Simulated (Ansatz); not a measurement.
**C4H9Cl2InN2: a ladder of functionals and wavefunction methods**

How much do the methods differ for C4H9Cl2InN2? The plan is to run it at one geometry with functionals of several rungs and with coupled cluster, and see how far each lands from CCSD(T) at the basis-set limit for the atomisation energy.

Program: Ansatz 0.2.0, Gaussian basis. Level of theory: functionals in def2-TZVPP, the program's frozen cores in correlated methods. These are calculated values, not measurements.

Levels to be run: LDA (SPW92), PBE-D4, revPBE-D4, BLYP-D4, r2SCAN-D4, B97M-V, PBE0-D4, B3LYP-D4, r2SCANh-D4, r2SCAN0-D4, HSE06-D4, BHLYP-D4, CAM-B3LYP-D4, LC-ωPBE, ωB97X-V, ωB97M-V, B2PLYP, PBE-QIDH; CCSD(T)/def2-SVP; CCSD(T)/def2-TZVPP; MP2/def2-QZVPP; extrapolation to the limit; RPA on PBE.

## (1) The relaxed structure

An earlier PBE0-D4 in a triple-zeta def2 set relaxation fixed the geometry. In takes the def2 core potential; no spin-orbit term is included.

SMILES `CC1=[N+](C)[In-]([Cl])([Cl])[N]1C`, 18 atoms, charge 0, spin multiplicity 1.

Atoms are counted from 1 here; the program's logs count them from 0.

Bond lengths: C1–C2 1.491 Å, C1–H10 1.092 Å, C1–H11 1.093 Å, C1–H12 1.087 Å, C2–N3 1.324 Å, C2–N8 1.322 Å, N3–C4 1.436 Å, N3–In5 2.164 Å, C4–H13 1.097 Å, C4–H14 1.089 Å, C4–H15 1.097 Å, In5–Cl6 2.325 Å, In5–Cl7 2.325 Å, In5–N8 2.167 Å, N8–C9 1.437 Å, C9–H16 1.096 Å, C9–H17 1.096 Å, C9–H18 1.090 Å. Angles: C2–C1–H10 109.9°, C2–C1–H11 109.8°, C2–C1–H12 112.1°, H10–C1–H11 107.2°, H10–C1–H12 108.9°, H11–C1–H12 108.8°, C1–C2–N3 122.1°, C1–C2–N8 124.2°, N3–C2–N8 113.7°, C2–N3–C4 123.5°, C2–N3–In5 92.5°, C4–N3–In5 144.0°, N3–C4–H13 112.4°, N3–C4–H14 109.1°, N3–C4–H15 112.4°, H13–C4–H14 107.3°, H13–C4–H15 108.0°, H14–C4–H15 107.3° and more.

## (2) LDA

This LDA is Slater exchange with PW92 correlation.

in.yaml reads:

```yaml
crystal:
  periodic: [false, false, false]
  atoms:
    - {symbol: C, position_ang: [1.041872, -1.426836, -0.093136]}
    - {symbol: C, position_ang: [0.164454, -0.225261, -0.001324]}
    - {symbol: N, position_ang: [-0.423764, 0.299305, -1.064876]}
    - {symbol: C, position_ang: [-0.284209, -0.233618, -2.390987]}
    - {symbol: In, position_ang: [-1.363544, 1.856570, 0.106791]}
    - {symbol: Cl, position_ang: [-3.654686, 1.676932, 0.456703]}
    - {symbol: Cl, position_ang: [-0.519124, 4.009473, -0.130574]}
    - {symbol: N, position_ang: [-0.102031, 0.416960, 1.123277]}
    - {symbol: C, position_ang: [0.417482, 0.052043, 2.412818]}
    - {symbol: H, position_ang: [0.490718, -2.256261, -0.542041]}
    - {symbol: H, position_ang: [1.892675, -1.214556, -0.745114]}
    - {symbol: H, position_ang: [1.414263, -1.736256, 0.880567]}
    - {symbol: H, position_ang: [0.759764, -0.250891, -2.726345]}
    - {symbol: H, position_ang: [-0.838522, 0.394151, -3.087670]}
    - {symbol: H, position_ang: [-0.685380, -1.250875, -2.477114]}
    - {symbol: H, position_ang: [0.099656, -0.949644, 2.724240]}
    - {symbol: H, position_ang: [1.511932, 0.095297, 2.451142]}
    - {symbol: H, position_ang: [0.040942, 0.754765, 3.155444]}
basis:
  gaussian: {orbitals: def2-TZVPP}
hamiltonian: {xc: lda}
output: {orbitals: {seedname: orbitals}}
```

The run is started by

```bash
$ ansatz run in.yaml --threads 4 --pin off --events-out ev --progress --plain --max-ram 46080MiB --backend cuda --devices 0, --max-vram 37GiB
```

The runs that follow: PBE-D4 (GGA); revPBE-D4 (GGA); BLYP-D4 (GGA); r2SCAN-D4 (meta-GGA); B97M-V (meta-GGA); PBE0-D4 (hybrid); B3LYP-D4 (hybrid); r2SCANh-D4 (hybrid); r2SCAN0-D4 (hybrid); HSE06-D4 (hybrid); BHLYP-D4 (hybrid); CAM-B3LYP-D4 (range-separated); LC-ωPBE (range-separated); ωB97X-V (range-separated); ωB97M-V (range-separated); B2PLYP (double hybrid); PBE-QIDH (double hybrid); CCSD(T) in def2-SVP; CCSD(T) in def2-TZVPP; MP2 in def2-QZVPP; RPA on PBE orbitals.

**Question.** What will the summary of the whole plan be? Wanted: atomisation energy, CCSD(T)/CBS; farthest beyond LDA; mean size of error, GGA; mean size of error, meta-GGA; mean size of error, hybrid; mean size of error, range-separated; mean size of error, double hybrid; gap, smallest and largest; T1 diagnostic.

As calculated:

| quantity | value |
| --- | --- |
| atomisation energy, CCSD(T)/CBS | 6835.3 kJ/mol |
| functionals within 68.4 kJ/mol (1.0 %) | revPBE-D4, BLYP-D4, r2SCAN-D4, B97M-V, PBE0-D4, B3LYP-D4, r2SCANh-D4, HSE06-D4, CAM-B3LYP-D4, LC-ωPBE, ωB97X-V, ωB97M-V, PBE-QIDH |
| farthest beyond LDA | BHLYP-D4 (-218.7 kJ/mol) |
| mean size of error, GGA | 72.4 kJ/mol |
| mean size of error, meta-GGA | 14.9 kJ/mol |
| mean size of error, hybrid | 78.9 kJ/mol |
| mean size of error, range-separated | 17.8 kJ/mol |
| mean size of error, double hybrid | 58.0 kJ/mol |
| gap, smallest and largest | 3.38 eV (LDA (SPW92)), 10.58 eV (LC-ωPBE) |
| T1 diagnostic | 0.0138 |
| triples share of the correlation energy | 4.1 % |

What this shows: The LDA atomisation energy is off by 1047.6 kJ/mol (15 %): it overbinds. PBE-D4 is off by +176.2 kJ/mol. Double hybrids carry the basis error of their MP2 part in triple zeta, and no dispersion term here, so their miss is partly the set-up's. The rungs meta-GGA, range-separated, double hybrid miss on average by less than the doubt on the reference (68.4 kJ/mol), so they tie. The reference freezes the cores and leaves out spin-orbit coupling and excitations past (T), and its outer-core shells are covered unevenly, so misses under about 68.4 kJ/mol can't be ranked. All levels share the lack of spin-orbit coupling, which lowers the free heavy atoms and so the true binding. Hartree-Fock recovers 71 % of the binding; the rest is correlation. CCSD(T) in def2-SVP is off by -353.9 kJ/mol, which most functionals beat. The gap grows from 3.4 to 10.6 eV across the functionals, mostly with the share of exact exchange. Correlated methods include outer-core shells of In, which these sets cover unevenly.
